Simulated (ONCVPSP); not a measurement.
# Pseudopotential generation for Os: ONCV, PBE

Aim: build the potential from the settings below, then test how well it stands in for the atom: other configurations, scattering, ghost states and the plane-wave cutoff that it needs.

Program: ONCVPSP 4.0.1.1 (patched build). Reference atom: PBE, scalar-relativistic, spherical and spin-unpolarised. All values are calculated.

## Step 1: Starting point

Typed settings, in words:

| Item | Value |
| --- | --- |
| element | osmium (Os, Z = 76) |
| type | optimised norm-conserving Vanderbilt (ONCV) |
| frozen core | [Kr] 4d10 |
| valence charge | 30 |
| reference configuration | 4f14 5s2 5p6 5d6 6s1 (charge +1) |
| partial waves | 5s+6s: rc 1.55 bohr, ncon 3, nbas 7, qcut 8.8 1/bohr, 2 projectors; 5p: rc 1.55 bohr, ncon 4, nbas 8, qcut 7.1 1/bohr, 2 projectors, debl 1.7 Ha; 5d: rc 2.00 bohr, ncon 4, nbas 9, qcut 8.6 1/bohr, 2 projectors, debl 0.7 Ha; 4f: rc 0.90 bohr, ncon 4, nbas 9, qcut 22.1 1/bohr, 2 projectors, debl 1.5 Ha |
| local potential | polynomial inside 0.90 bohr (lpopt 5, dvloc0 0 Ha) |
| core correction | Teter function, fcfact 2.25, rcfact 1.45 |

## Step 2: The generation run

Input file Os.dat:

```
# ATOM AND REFERENCE CONFIGURATION
# atsym  z   nc   nv     iexc    psfile
  Os 76.00    9    5        4      upf
#
#   n    l    f
    1    0    2.00
    2    0    2.00
    2    1    6.00
    3    0    2.00
    3    1    6.00
    3    2   10.00
    4    0    2.00
    4    1    6.00
    4    2   10.00
    4    3   14.00
    5    0    2.00
    5    1    6.00
    5    2    6.00
    6    0    1.00
#
# PSEUDOPOTENTIAL AND OPTIMIZATION
# lmax
    3
#
#   l,   rc,      ep,       ncon, nbas, qcut
    0    1.55    0.00    3    7    8.80
    1    1.55    0.00    4    8    7.10
    2    2.00    0.00    4    9    8.60
    3    0.90    0.00    4    9   22.10
#
# LOCAL POTENTIAL
# lloc, lpopt,  rc(5),   dvloc0
    4    5    0.90    0.00
#
# VANDERBILT-KLEINMAN-BYLANDER PROJECTORs
# l, nproj, debl
    0    2    3.80
    1    2    1.70
    2    2    0.70
    3    2    1.50
#
# MODEL CORE CHARGE
# icmod, fcfact, rcfact
    3    2.25    1.45
#
# LOG DERIVATIVE ANALYSIS
# epsh1, epsh2, depsh
   -5.00    5.00    0.04
#
# OUTPUT GRID
# rlmax, drl
    6.00    0.01
#
# TEST CONFIGURATIONS
# ncnf
    4
# nvcnf
#   n    l    f
    5
    4    3   14.00
    5    0    2.00
    5    1    6.00
    5    2    6.00
    6    0    2.00
#
    5
    4    3   14.00
    5    0    2.00
    5    1    6.00
    5    2    6.00
    6    0    0.00
#
    5
    4    3   14.00
    5    0    2.00
    5    1    6.00
    5    2    5.00
    6    0    0.00
#
    5
    4    3   13.00
    5    0    2.00
    5    1    6.00
    5    2    6.00
    6    0    2.00
#
```

Started as:

```
$ oncvpsp.x < Os.dat > Os.out
```

Q: Predict the outcome of this session. Wanted: cutoffs for 1 and 0.1 mHa per electron, occupied waves; bound ghosts; GHOST(+) flags; largest test error; largest phase difference near zero energy, channels read; rms error of d²Exc/dn², without and with the model core; projector energies reset by the program.

**Answer**, as computed:

| quantity | value |
| --- | --- |
| cutoffs for 1 and 0.1 mHa per electron, occupied waves | 192 Ha and 210 Ha |
| bound ghosts | s at -112.77 eV |
| GHOST(+) flags | p at 181 eV |
| largest test error (AE − PS) | -45 meV, for 4f13 5s2 5p6 5d6 6s2 |
| largest phase difference near zero energy, channels read | 0.000 rad |
| rms error of d²Exc/dn², without and with the model core | 5.05 and 2.60 mHa |
| projector energies reset by the program | p: -2.165, 0.250 Ha; f: -2.205, 0.250 Ha |

In words: It has a bound ghost (s), a state that the atom doesn't have, and that rules the file out. The worst unpolarised test, 4f13 5s2 5p6 5d6 6s2, is off by 45 meV on 53.0 eV; by total energies transferability rates as fair. That test lies far up in energy; among those under 40 eV, nearer to bonding, the largest error is 6.7 meV. It counts as very hard, with 192 Ha needed at the looser tolerance. At the looser tolerance the 4f wave is the slowest; 5s needs 26 Ha. Near zero energy the phases of the channels with partial waves agree within 0.001 rad. The pseudo curves have a pole with no partner nearby in the atom's: s at -4.15 Ha. The program also flags highly localised states, GHOST(+) (p).
